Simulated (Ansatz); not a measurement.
# BN: the cost of one run

Program: Ansatz 0.2.0. PAW datasets, plane waves, zero pressure. Note: simulated data, non-magnetic, for a generated structure that need not be the stable one.

### Step 1. The cell

This is the cell as the run starts from it, not yet at rest; its lengths are not the crystal's.

It is hexagonal, P6_3/mmc (No. 194); conventional cell a = 2.203 Å, c = 3.590 Å, 3.77 Å³ an atom. B has 6 N at 1.56 Å; N has 6 B at 1.56 Å.

As a file:

```
B N
1.0
     2.20270    0.00000    0.00000
    -1.10135    1.90760    0.00000
     0.00000    0.00000    3.59040
B N
2 2
Direct
  0.00000 0.00000 0.00000
  0.00000 0.00000 0.50000
  0.33333 0.66667 0.25000
  0.66667 0.33333 0.75000
```

### Step 2. PBE: cell and atoms

The input, input.yaml:

```yaml
crystal:
  lattice:
    - [2.202702, 0.0, 0.0]
    - [-1.101351, 1.907595889, 0.0]
    - [0.0, 0.0, 3.59040426]
  atoms:
    - { symbol: B, position: [0.0, 0.0, 0.0] }
    - { symbol: B, position: [0.0, 0.0, 0.5] }
    - { symbol: "N", position: [0.3333333333, 0.6666666667, 0.25] }
    - { symbol: "N", position: [0.6666666667, 0.3333333333, 0.75] }
kpoints:
  mp_grid: { grid: [12, 12, 6] }
hamiltonian:
  xc: pbe
scf:
  occupations: { method: fermi_dirac, width: 0.02 }
relax:
  f_tol: 0.005
  cell: {}
```

On the command line:

```bash
$ ansatz run input.yaml --threads 2 --pin off --max-ram 2211MiB --backend cpu --events-out ev --progress --plain --runs-dir out
```

**Question.** How long does this run take on 2 threads of Arm Neoverse V2, shared host, and how much memory does it need?

About 6.9 s, with a peak of 0.3 GiB.
